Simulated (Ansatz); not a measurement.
GaSn3:

```xyz
4
Lattice="-2.2724 2.2724 4.9107 2.2724 -2.2724 4.9107 2.2724 2.2724 -4.9107" Properties=species:S:1:pos:R:3 pbc="T T T"
Sn    0.0000    0.0000    4.9107
Sn    2.2724    0.0000    2.4554
Sn    0.0000    2.2724    2.4554
Ga    0.0000    0.0000    0.0000
```

The cell comes from a database or a generator and needn't be the stable form of this composition.

| Quantity | Value |
| --- | --- |
| Program | Ansatz 0.2.0 |
| Task | relaxation of cell and atoms |
| Functional | PBE |
| Potentials or basis | Ansatz PAW |
| Cutoff | 420 eV (not typed: the program's choice for these potentials) |
| k mesh | 6 × 6 × 6 |
| Occupations | fermi-dirac, width 0.05 eV |
| Spin | no spin polarisation |

At the start: volume 25.36 Å³/atom.

Problem. How do energy, volume and symmetry change on relaxing?

Solution. It ends after 7 steps and the volume is 26.14 Å³/atom (+3.1 %); space group I4/mmm (No. 139, to 0.05 Å).

Step by step:
| step | energy change (eV) | largest force (eV/Å) | volume (Å³) |
| --- | --- | --- | --- |
| 1 | 0.0000 | 0.0000 | 101.43 |
| 2 | -0.0262 | 0.0000 | 105.46 |
| 3 | -0.0342 | 0.0000 | 105.42 |
| 4 | -0.0381 | 0.0000 | 104.61 |
| 5 | -0.0383 | 0.0000 | 104.47 |
| 6 | -0.0384 | 0.0000 | 104.57 |
| 7 | -0.0390 | 0.0000 | 104.57 |

Final structure:
```
CELL_PARAMETERS angstrom
-2.24699 2.24699 5.17777
2.24699 -2.24699 5.17777
2.24699 2.24699 -5.17777
ATOMIC_POSITIONS crystal
Sn 0.50000 0.50000 0.00000
Sn 0.25000 0.75000 0.50000
Sn 0.75000 0.25000 0.50000
Ga 0.00000 0.00000 0.00000
```

Caveat: the plane-wave basis is chosen anew once the cell has moved, so the energies of steps on either side of that aren't comparable.
